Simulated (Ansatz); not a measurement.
# CH9FOSi2: the cost of one run

All numbers below are computed with Ansatz 0.2.0 (RKS B3LYP/6-31G*).

1 further run of the same task is left out (it didn't finish).

### Step 1. The system as given

Bond lengths: Si1–O2 2.065 Å, O2–C3 1.392 Å, Si1–H4 1.492 Å, Si1–H5 1.462 Å, Si1–Si6 2.301 Å, Si1–F8 2.005 Å, C3–H9 1.093 Å, C3–H10 1.092 Å, C3–H11 1.091 Å, Si6–H12 1.467 Å, Si6–H13 1.465 Å, Si6–H14 1.468 Å. Angles (14 of 23 angles, heavy atoms first): Si1–O2–C3 118.9°, O2–Si1–Si6 105.9°, O2–Si1–F8 68.3°, Si6–Si1–F8 89.4°, O2–Si1–H4 90.3°, O2–Si1–H5 112.4°, H4–Si1–Si6 107.2°, H4–Si1–F8 156.1°, H5–Si1–Si6 132.5°, H5–Si1–F8 79.9°, O2–C3–H9 112.2°, O2–C3–H10 109.1°, O2–C3–H11 109.0°, Si1–Si6–H12 108.2°.

As a file:

```xyz
14

Si   -0.2872    0.7453    0.4637
O     0.1030   -0.6437   -1.0142
C    -0.6146   -0.5768   -2.2054
H    -1.7430    0.4300    0.3874
H    -0.3024    2.1141   -0.0489
Si    0.5083   -0.1737    2.4177
H     1.1841    0.0209   -0.9365
F     1.5958    0.8880   -0.2109
H    -0.5511    0.4097   -2.6706
H    -0.2248   -1.3250   -2.8993
H    -1.6633   -0.7961   -2.0019
H     0.6541    0.9017    3.4047
H     1.7935   -0.8698    2.3250
H    -0.4525   -1.1246    2.9893
```

### Step 2. Pulling towards end A

Springs on the bonds that form and break draw the guess towards this end; the thresholds are loose.

The input, input.yaml:

```yaml
crystal:
  periodic: [false, false, false]
  atoms:
    - { symbol: Si, position_ang: [-0.2872, 0.7453, 0.4637] }
    - { symbol: O, position_ang: [0.103, -0.6437, -1.0142] }
    - { symbol: C, position_ang: [-0.6146, -0.5768, -2.2054] }
    - { symbol: H, position_ang: [-1.743, 0.43, 0.3874] }
    - { symbol: H, position_ang: [-0.3024, 2.1141, -0.0489] }
    - { symbol: Si, position_ang: [0.5083, -0.1737, 2.4177] }
    - { symbol: H, position_ang: [1.1841, 0.0209, -0.9365] }
    - { symbol: F, position_ang: [1.5958, 0.888, -0.2109] }
    - { symbol: H, position_ang: [-0.5511, 0.4097, -2.6706] }
    - { symbol: H, position_ang: [-0.2248, -1.325, -2.8993] }
    - { symbol: H, position_ang: [-1.6633, -0.7961, -2.0019] }
    - { symbol: H, position_ang: [0.6541, 0.9017, 3.4047] }
    - { symbol: H, position_ang: [1.7935, -0.8698, 2.325] }
    - { symbol: H, position_ang: [-0.4525, -1.1246, 2.9893] }
basis:
  gaussian: { orbitals: "6-31G*" }
hamiltonian:
  xc: b3lyp
relax:
  f_tol: 0.15
  max_steps: 25
  restrain:
    - { distance: [0, 7], at: 2.98, k: 30.0 }
    - { distance: [6, 1], at: 2.27, k: 30.0 }
    - { distance: [0, 1], at: 1.77, k: 30.0 }
    - { distance: [6, 7], at: 0.88, k: 30.0 }
```

On the command line:

```console
> ansatz run input.yaml --threads 2 --pin off --max-ram 3072MiB --backend cpu --events-out ev --progress --plain --runs-dir out
```

Q: Estimate wall time and peak memory on 2 threads of Intel Xeon Platinum 8259CL at 2.50GHz (Skylake/Cascade Lake), shared host.

About 35 s, with a peak of 0.24 GiB.
